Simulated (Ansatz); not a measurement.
Runs of Ansatz 0.2.0 on Ba2Tl5V3O12. The structure is monoclinic, space group C2 (No. 5). Conventional cell: a = 12.980 Å, b = 13.354 Å, c = 6.079 Å, α = 90.00°, β = 109.30°, γ = 90.00°. Around Ba (site symmetry 2) lie 6 O at 2.58 to 2.76 Å. Ba (site symmetry 2) has 8 O at 2.76 to 3.03 Å as nearest neighbours. Around V (site symmetry 1) lie 4 O at 1.72 to 1.75 Å. V (site symmetry 2) is surrounded by 4 O at 1.71 to 1.76 Å. Around Tl (site symmetry 1) lie 3 O at 2.57 to 2.74 Å. Tl (site symmetry 2) is surrounded by 4 O at 2.66 to 2.69 Å. Tl (site symmetry 1) has 3 O at 2.55 to 2.75 Å as nearest neighbours. O (site symmetry 1) has 1 V at 1.75 Å as nearest neighbours. The cell was built by a generator and needn't be a form met in nature.

| potentials or basis | cutoff (eV) | gap on the mesh (eV) | pressure (GPa) | moment (μB) | largest force (eV/Å) |
| --- | --- | --- | --- | --- | --- |
| PseudoDojo standard (PBE files) | 1143 | 2.90 | -0.1 | 0.00 | (a) |
| Ansatz PAW earlier set | 930 | 2.90 | 0.0 | 0.00 | 0.01 |
| SPMS NC | 1034 | (b) | 0.0 | 0.00 | 0.03 |
| Ansatz NC | 1240 | 2.91 | 0.1 | 0.00 | 0.03 |

Alike in all rows: task single point; level PBE; spin collinear, ferromagnetic start; cell as given; k mesh 3 × 3 × 5; smearing fermi-dirac 0.05 eV.

Estimate the missing entries.

(a) 0.05; (b) 2.89.

Caveats: odd divisions of the mesh miss points on the zone boundary, where band edges often lie, so the gap on the mesh can be too wide; spin-orbit coupling is left out, which as a rule narrows the gap of such compounds by several tenths of an eV.

A k mesh can miss the band edges, and the runs leave out spin-orbit coupling on Ba, Tl.

Not every run made on this cell is shown here.
